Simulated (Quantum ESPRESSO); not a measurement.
Crystal: Be4H.

```
Be H
1.0
    -1.35672    2.25312    2.59938
     1.35672   -2.25312    2.59938
     1.35672    2.25312   -2.59938
Be H
4 1
Direct
  0.53800 0.34213 0.19587
  0.14626 0.34213 0.80413
  0.85374 0.65787 0.19587
  0.46200 0.65787 0.80413
  0.00000 0.00000 0.00000
```

The cell was built by a generator and needn't be a form met in nature.

Base run:

```yaml
Program: Quantum ESPRESSO 7.5
Functional: PBE
Potentials_or_basis: SSSP 1.3 efficiency PBE
Cutoff: 816 eV
Density_cutoff: 6531 eV
k_mesh: 11 × 11 × 11
Occupations: fermi-dirac, width 0.05 eV
Spin: no spin polarisation
```

Its results: band gap on the k mesh none (metal or under the smearing width); pressure 70.4 GPa; largest force 0.781 eV/Å.

**Question.** The run is repeated on the same cell with these changes: potentials or basis from SSSP 1.3 efficiency PBE to PseudoDojo 0.4 SR PBEsol stringent; cutoff from 816 eV to 1442 eV; density cutoff from 6531 eV to 5769 eV; occupations from fermi-dirac, width 0.05 eV to gaussian, width 0.2 eV. What comes out?

**Answer.** Band gap on the k mesh none (metal or under the smearing width); pressure 69.5 GPa; largest force 0.771 eV/Å.

Caveats: a pressure of tens of GPa on the cell as given is suspect, and the run, the potentials or the cell itself is likely at fault; the potentials were made for another functional, which shifts forces and pressure (some runs).
